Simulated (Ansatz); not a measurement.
# BeH2: a single-point run

The task is a single-point run on BeH2. The structure is shown as the input types it. The cell is built on a prototype (fluorite) and needn't be the phase found in nature.

Program: Ansatz 0.2.0. Level of theory: density functional or hybrid calculation with the settings of its input, plane waves (as first typed). These are calculated values, not measurements.

2 further runs of the same task are left out: 2 that didn't finish.

**1. The starting structure**

The structure is cubic, space group Fm-3m (No. 225). The conventional cell has a = 3.950 Å, b = 3.950 Å, c = 3.950 Å, α = 90.00°, β = 90.00°, γ = 90.00°. Be (site symmetry m-3m) has 8 H at 1.71 Å as nearest neighbours. H (site symmetry -43m) has 4 Be at 1.71 Å as nearest neighbours.

Structure file:

```cif
data_structure
_symmetry_space_group_name_H-M 'Fm-3m'
_symmetry_Int_Tables_number 225
_cell_length_a 3.9499
_cell_length_b 3.9499
_cell_length_c 3.9499
_cell_angle_alpha 90.000
_cell_angle_beta 90.000
_cell_angle_gamma 90.000
_cell_volume 61.62
loop_
_atom_site_label
_atom_site_type_symbol
_atom_site_symmetry_multiplicity
_atom_site_Wyckoff_symbol
_atom_site_fract_x
_atom_site_fract_y
_atom_site_fract_z
_atom_site_occupancy
Be1 Be 4 a 0.00000 0.00000 0.00000 1
H1 H 8 c 0.25000 0.75000 0.75000 1
```

**2. Running it**

input.yaml

```yaml
crystal:
  lattice:
    - [0.0, 1.9749473532, 1.9749473532]
    - [1.9749473532, 0.0, 1.9749473532]
    - [1.9749473532, 1.9749473532, 0.0]
  atoms:
    - { symbol: Be, position: [0.0, 0.0, 0.0] }
    - { symbol: H, position: [0.25, 0.25, 0.25] }
    - { symbol: H, position: [0.75, 0.75, 0.75] }
kpoints:
  mp_grid: { grid: [8, 8, 8] }
hamiltonian:
  xc: hse6
scf:
  occupations: { method: fermi_dirac, width: 0.02 }
  n_extra_bands: 4
output:
  forces: true
  stress: true
  eigenvalues: true
```

Started as:

```console
ansatz run input.yaml --threads 4 --pin off --max-ram 3686MiB --backend cpu --events-out ev --progress --plain --runs-dir out
```

What happens when this is run?

The run ended at the input check. Its message: «line 13 column 7: hamiltonian.xc: unknown variant `hse6`, expected one of `lda`, `lda-pw`, `pw92`, `pbe`, `pbesol`, `rpbe`, `revpbe`, `blyp`, ...»

In the input, hamiltonian.xc is hse6. The method's name matches nothing in the program's list.

Remedy: set hamiltonian.xc to pbesol. Any name on the list would pass the check; a listed functional of a like name need not be the same functional.
